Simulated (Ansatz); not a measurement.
# Sn: the cost of one run

Method: DFT r2SCAN, scalar-relativistic, plane waves, PAW, in Ansatz 0.2.0.

**1. The system as given**

It takes space group I4/mmm (No. 139, tetragonal). The conventional cell has a = 3.182 Å, b = 3.182 Å, c = 5.831 Å, α = 90.00°, β = 90.00°, γ = 90.00°. Sn (site symmetry 4/mmm) is surrounded by 4 Sn at 3.18 Å.

Coordinates:

```
Sn
1.0
     0.00000   -3.18150    0.00000
    -3.18150    0.00000    0.00000
     0.00000    0.00000   -5.83130
Sn
2
Cartesian
  -1.5908 -1.5908 -2.9156
  0.0000 0.0000 0.0000
```

The cell is taken as given, not relaxed at this level.

**2. Zero of the scan**

input.yaml

```yaml
crystal:
  lattice:
    - [0.0, -3.1815, 0.0]
    - [-3.1815, 0.0, 0.0]
    - [0.0, 0.0, -5.8313]
  atoms:
    - { symbol: Sn, position: [0.5, 0.5, 0.5] }
    - { symbol: Sn, position: [0.0, 0.0, 0.0] }
basis:
  ecutwfc: 500
kpoints:
  mp_grid: { grid: [16, 16, 8] }
hamiltonian:
  xc: r2scan
scf:
  occupations: { method: gaussian, width: 0.15 }
output:
  forces: true
  stress: true
  eigenvalues: true
```

The run is started by

```console
$ ansatz run input.yaml --threads 2 --pin off --max-ram 5120MiB --backend cpu --events-out ev --progress --plain --runs-dir out
```

What time and memory should one allow on 2 threads of Arm Neoverse V1, shared host?

About 15 s, with a peak of 0.59 GiB.
